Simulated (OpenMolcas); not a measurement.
# Co³⁺ among point charges: CASSCF and CASPT2 levels and susceptibility

How does a field of 4 point charges split the states of Co³⁺, and what χT follows?

Method: state-averaged CASSCF and CASPT2, spin-orbit coupling by RASSI with atomic mean-field integrals. Code: OpenMolcas 26.06.

### Step 1. The system

* Species: Co³⁺ (cobalt, Z = 27, 24 electrons)
* Basis: ANO-RCC-VDZP [5s4p2d1f], 34 functions
* Scalar Hamiltonian: DKH2, point nucleus
* Inactive shells: 1s 2s 2p 3s 3p
* Active space: 6 electrons in 5 orbitals (3d)
* Some configurations of this space: 3d⁶
* Orbitals: optimised for each spin and parity, averaged over all roots

The outer shells:

3d6
```
3d [↑↓][↑ ][↑ ][↑ ][↑ ]
```

The ion sits among 4 point charges of -2 e arranged as a tetrahedron (Td), 1.98 Å from the ion.

The work runs as a chain of OpenMolcas steps in one folder; each step below is one input file. The outputs are cut to the sections that carry results. Labels, J, g values, rates, χT and fits are worked out afterwards by a script from the matrices that RASSI stores.

### Step 2. One- and two-electron integrals

File a.inp:

```
&GATEWAY
Coord
1

Co 0.0 0.0 0.0
Basis=ANO-RCC-VDZP
Group=NoSym
NoMove
AngMom=0.0 0.0 0.0
AMFI
XField
4 Angstrom 0
1.143154 1.143154 1.143154 -2.000000
1.143154 -1.143154 -1.143154 -2.000000
-1.143154 1.143154 -1.143154 -2.000000
-1.143154 -1.143154 1.143154 -2.000000
&SEWARD
```

Launch:

```bash
$ OMP_NUM_THREADS=1 MOLCAS_MEM=1689 MOLCAS_PROJECT=a pymolcas a.inp > a.log
```

### Step 3. Reference wave functions, quintets, 5 roots

File a.inp:

```
&RASSCF
FileOrb=start.orb
Symmetry=1
Spin=5
nActEl=6 0 0
Inactive=9
Ras2=5
CIRoot=5 5 1
SDav=5
CIMx=300
Iter=120 100
PrWF=0.3
OrbListing=Nothing
MaxOrb=0
>>> COPY $Project.JobIph JOB001
```

start.orb holds the contracted functions of the basis, ordered by shell, or the orbitals of the step before.

### Step 4. Reference wave functions, triplets, 45 roots

File a.inp:

```
&RASSCF
FileOrb=start.orb
Symmetry=1
Spin=3
nActEl=6 0 0
Inactive=9
Ras2=5
CIRoot=45 45 1
SDav=45
CIMx=300
Iter=120 100
PrWF=0.3
OrbListing=Nothing
MaxOrb=0
>>> COPY $Project.JobIph JOB002
```

### Step 5. Reference wave functions, singlets, 50 roots

File a.inp:

```
&RASSCF
FileOrb=start.orb
Symmetry=1
Spin=1
nActEl=6 0 0
Inactive=9
Ras2=5
CIRoot=50 50 1
SDav=50
CIMx=300
Iter=120 100
PrWF=0.3
OrbListing=Nothing
MaxOrb=0
>>> COPY $Project.JobIph JOB003
```

### Step 6. RASSI: spin-orbit coupling between the states

File a.inp:

```
&RASSI
NrOfJobIphs=3 5 45 50
1 2 3 4 5
1 2 3 4 5 6 7 8 9 10 11 12 13 14 15 16 17 18 19 20 21 22 23 24 25 26 27
28 29 30 31 32 33 34 35 36 37 38 39 40 41 42 43 44 45
1 2 3 4 5 6 7 8 9 10 11 12 13 14 15 16 17 18 19 20 21 22 23 24 25 26 27
28 29 30 31 32 33 34 35 36 37 38 39 40 41 42 43 44 45 46 47 48 49 50
IphNames
JOB001
JOB002
JOB003
EJob
SpinOrbit
DIPRint=1.0
SOCoupling=1000.0
Subsets=2
Property=9
'ANGMOM' 1 'ANGMOM' 2 'ANGMOM' 3 'MLTPL  1' 1 'MLTPL  1' 2 'MLTPL  1' 3
'AMFI' 1 'AMFI' 2 'AMFI' 3
SOProperty=3
'ANGMOM' 1 'ANGMOM' 2 'ANGMOM' 3
```

### Step 7. CASPT2: IPEA 0.25, imaginary shift 0.1 (closed shells correlated: 3s 3p)

File a.inp:

```
>>> COPY JOB001 $Project.JobIph
&CASPT2
Multistate=5 1 2 3 4 5
NoMult
Frozen=5
IPEA=0.25
Imaginary=0.1
MaxIter=60
WThr=0.0 0.3 0.05
PrWF=0.5
NoMix
>>> COPY JOB002 $Project.JobIph
&CASPT2
Multistate=45 1 2 3 4 5 6 7 8 9 10 11 12 13 14 15 16 17 18 19 20 21 22
23 24 25 26 27 28 29 30 31 32 33 34 35 36 37 38 39 40 41 42 43 44 45
NoMult
Frozen=5
IPEA=0.25
Imaginary=0.1
MaxIter=60
WThr=0.0 0.3 0.05
PrWF=0.5
NoMix
>>> COPY JOB003 $Project.JobIph
&CASPT2
Multistate=50 1 2 3 4 5 6 7 8 9 10 11 12 13 14 15 16 17 18 19 20 21 22
23 24 25 26 27 28 29 30 31 32 33 34 35 36 37 38 39 40 41 42 43 44 45 46
47 48 49 50
NoMult
Frozen=5
IPEA=0.25
Imaginary=0.1
MaxIter=60
WThr=0.0 0.3 0.05
PrWF=0.5
NoMix
```

(Steps that only read results are left out.)

**Question.** What will these runs give? Wanted: spin-free ground state; first state of the same spin within the active space; lowest level; next level.

**Answer**, as computed:

| quantity | value |
| --- | --- |
| method | SS-CASPT2, IPEA 0.25, imaginary shift 0.1 (closed shells correlated: 3s 3p) |
| spin-free ground state | 5E, 2-fold in its orbital part |
| first state of the same spin within the active space | 5T2 at 1620 cm⁻¹ |
| lowest level | 1-fold A1 |
| next level | 47.0 cm⁻¹ |
| χT at 300 K | 4.35 cm³ K/mol |
| effective moment at 300 K | 5.90 μB |

Cost by method:

| method | time of its own steps | time with the reference |
| --- | --- | --- |
| A. CASSCF | 44 s | 44 s |
| B. SS-CASPT2, IPEA 0.25, imaginary shift 0.1, +3s 3p | 15 s | 59 s |

Times are of one thread on a shared host.

In words: The spin-free ground state (5E) comes to 100 % from free-ion D terms and keeps the highest spin of the shell. χT at 300 K is 4.35, against 3.01 cm³ K/mol for the spin alone, so orbital moment adds to it. An active space of the d shell alone favours high spin; real ions in strong fields can be low spin. CASPT2 does not keep the components of a term degenerate, and the means are used. An orbital doublet at a regular site is open to a Jahn-Teller distortion, which this geometry leaves out. Point charges leave out covalency, so the field and the spin state can differ from those of real complexes. This is an electrostatic model: the charges have no orbitals.
